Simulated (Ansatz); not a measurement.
# B2Cl4: the cost of one run

Computed with Ansatz 0.2.0, Gaussian basis. Level: the settings change from run to run.

**1. The molecule**

An earlier PBE0-D4 in a triple-zeta def2 set relaxation fixed the geometry.

SMILES `ClB(Cl)B(Cl)Cl`, 6 atoms, charge 0, spin multiplicity 1.

Atoms are counted from 1 here; the program's logs count them from 0.

Bond lengths: Cl1–B2 1.741 Å, B2–Cl3 1.741 Å, B2–B4 1.684 Å, B4–Cl5 1.741 Å, B4–Cl6 1.741 Å. Angles: Cl1–B2–Cl3 119.8°, Cl1–B2–B4 120.1°, Cl3–B2–B4 120.1°, B2–B4–Cl5 120.1°, B2–B4–Cl6 120.1°, Cl5–B4–Cl6 119.8°.

**2. B97M-V/aug-cc-pVDZ**

This run has atoms shaken by 0.03 Å, high accuracy.

in.yaml

```yaml
crystal:
  periodic: [false, false, false]
  atoms:
    - {symbol: Cl, position_ang: [-1.119643, -1.932617, -0.261014]}
    - {symbol: B, position_ang: [-0.189613, -0.650557, 0.463488]}
    - {symbol: Cl, position_ang: [0.340759, -0.759464, 2.189778]}
    - {symbol: B, position_ang: [0.175258, 0.672635, -0.436892]}
    - {symbol: Cl, position_ang: [1.676109, 0.763553, -1.379398]}
    - {symbol: Cl, position_ang: [-0.889105, 2.115630, -0.453361]}
basis:
  gaussian: {orbitals: aug-cc-pVDZ}
hamiltonian: {xc: {name: B97M-V}}
accuracy: high
output: {forces: true}
```

On the command line:

```sh
$ ansatz run in.yaml --threads 4 --pin off --events-out ev --progress --plain --max-ram 10444MiB
```

What time and memory should one allow on 4 threads of Arm Neoverse V1, shared host?

About 51 s, with a peak of 0.97 GiB.
